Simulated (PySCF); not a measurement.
# ZnHCl (+2), an ion with solvent molecules: interaction energy

An exercise on one series of results from a longer session: the logs are not shown, and one member is left open.

Programs: PySCF 2.14.0. All values are calculated, for the isolated system unless a continuum is named. Atoms count from 0, parts from 1.

### The system as given

3 atoms, charge 2, multiplicity 1; geometry: GFN2-xTB. Parts: 1 = atom 0, `[Zn+2]`, charge 2; 2 = atoms 1–2, `Cl`, charge 0.

Set-up of the first run:

The job: settings as JSON, then the geometry in Å.

```
{"job": {"xc": "PBE0", "basis": "def2-SVPD", "d3": "d3bj", "grid": 2, "kind": "geom", "shake": 0.01}, "charge": 2, "multiplicity": 1, "parts": [{"atoms": "0-0", "charge": 2, "multiplicity": 1}, {"atoms": "1-2", "charge": 0, "multiplicity": 1}]}
Zn     0.036996     0.009101    -0.098819
Cl     0.653723     0.983386    -2.043797
H     -0.137209     0.473541    -3.075367
```

Launch:

```
> OMP_NUM_THREADS=1 python cluster_run.py task.json out
```

The driver reads the jobs from task.json and runs them one after another.

Steps of the session up to this table: Optimising the geometry at PBE0-D3(BJ)/def2-SVPD; Coupled-cluster interaction energy: CCSD(T) and MP2.

One table of the session follows, with a row left open; its other results are not shown here.

It belongs to the step «Coupled-cluster interaction energy: CCSD(T) and MP2». 

```
                 method  interaction energy (kcal/mol)
         HF/aug-cc-pVDZ                              ?
        MP2/aug-cc-pVDZ                         -77.16
       CCSD/aug-cc-pVDZ                         -75.61
    CCSD(T)/aug-cc-pVDZ                         -77.28
         HF/aug-cc-pVTZ                         -67.31
        MP2/aug-cc-pVTZ                         -79.93
    SCS-MP2/aug-cc-pVTZ                         -77.36
      MP2, extrapolated                         -80.33
CCSD(T), limit estimate                         -80.45
```

Q: Estimate the row for HF/aug-cc-pVDZ from the others.

**Answer.** interaction energy (kcal/mol): -65.48. In the column «interaction energy (kcal/mol)» it is the highest.

To keep in mind: The interaction energy leaves out the deformation of the parts, 0.90 kcal/mol (MP2); added to the CCSD(T) estimate it gives a binding of about -79.55 kcal/mol.
